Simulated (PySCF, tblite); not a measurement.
**C5H10AlFO: geometry, infrared bands and NMR shifts**

What infrared bands and NMR shifts should C5H10AlFO (`C=[C](OC(C)C)[AlH][F]`) show?

Computed with tblite 0.8.0 and PySCF 2.14.0, with density-fitted response routines of our own, on a single molecule in the gas phase. Atoms count from 0, in the outputs and in this text.

### 1 The starting structure

18 atoms, charge 0, multiplicity 1; geometry from: force field or distance geometry start.

Bonds of the start (Å): C0–C1 1.33, C1–O2 1.39, O2–C3 1.43, C3–C4 1.51, C3–C5 1.54, C1–Al6 2.01, Al6–F7 1.81, C0–H8 1.08, C0–H9 1.07, C3–H10 1.11, C4–H11 1.11, C4–H12 1.11, C4–H13 1.12, C5–H14 1.12, C5–H15 1.12, C5–H16 1.10, Al6–H17 1.60.

### 2 Relaxing the molecule with GFN2-xTB

The job: settings as JSON, then the geometry in Å.

```
{"job": {"kind": "relax", "xc": "GFN2-xTB", "basis": "xTB"}, "charge": 0, "multiplicity": 1}
C      2.094300    -0.952500    -1.815600
C      1.375400    -0.436300    -0.818800
O      0.116900     0.077100    -1.085000
C     -0.815400     0.578800    -0.122600
C     -1.830300     1.474000    -0.803600
C     -1.534000    -0.597300     0.569700
Al     2.213000    -0.445100     1.005700
F      3.865000    -1.135300     1.245700
H      1.680600    -0.964000    -2.815400
H      3.071100    -1.362200    -1.654700
H     -0.286000     1.183200     0.643200
H     -2.553300     1.885900    -0.071300
H     -1.307200     2.324100    -1.289300
H     -2.382900     0.908600    -1.590000
H     -2.255700    -0.207000     1.326300
H     -0.799600    -1.244600     1.106700
H     -2.071900    -1.207900    -0.173300
H      1.411300     0.126800     2.263900
```

Run with:

```console
$ OMP_NUM_THREADS=1 python probes_run.py task.json out
```

One launch serves the whole session: the jobs run in the order shown.

**Question.** This job is followed by: GFN2-xTB harmonic vibrations, gas phase; GIAO PBE0/pcSseg-1 NMR shielding, non-relativistic, gas phase. What will the session give for the following? strongest single infrared mode (GFN2-xTB); zero-point energy (GFN2-xTB); 13C shifts against TMS (PBE0/pcSseg-1, means over atoms taken as alike); 1H shifts against TMS (PBE0/pcSseg-1, means over atoms taken as alike); 17O shifts against H2O (PBE0/pcSseg-1); 27Al shifts against AlH4- (PBE0/pcSseg-1); 19F shifts against CFCl3 (PBE0/pcSseg-1); surface potential, 1st and 99th percentile.

The runs gave:

```
                                                               quantity                             value
                              strongest single infrared mode (GFN2-xTB)             1840 cm⁻¹, 370 km/mol
                                           zero-point energy (GFN2-xTB)                     85.4 kcal/mol
13C shifts against TMS (PBE0/pcSseg-1, means over atoms taken as alike)      176.5, 115.7, 78.3, 23.9 ppm
 1H shifts against TMS (PBE0/pcSseg-1, means over atoms taken as alike)  5.56, 5.20, 4.82, 4.11, 1.31 ppm
                                 17O shifts against H2O (PBE0/pcSseg-1)                         176.8 ppm
                              27Al shifts against AlH4- (PBE0/pcSseg-1)                          90.0 ppm
                               19F shifts against CFCl3 (PBE0/pcSseg-1)                        -151.5 ppm
                                  surface potential, 1st and 99th percentile                -1.39 V and 3.05 V
```

**Reading.** The optimisation took 76 steps and gained 0.547 eV; among the close pairs (by a distance rule), Al6–F7 changed most, from 1.806 to 1.647 Å. No mode is imaginary among the 48: a minimum at this level. The strongest single mode, at 1840 cm⁻¹, moves mainly H17. GFN2-xTB is a fitted tight-binding method: band positions and strengths are rough. Its intensities can rank the bands wrongly. The most deshielded carbon is C1 (alkene carbon bearing oxygen), at 176.5 ppm: an sp2 carbon further deshielded by the attached heteroatom. At PBE0/pcSseg-1: The widest tensor belongs to C0: span 202 ppm, with a paramagnetic part of -182 ppm. At PBE0/pcSseg-1, counted by nearest atom on the grid, the HOMO lies on C0 33 %; O2 29 %, the LUMO on Al6 37 %; C0 12 %.
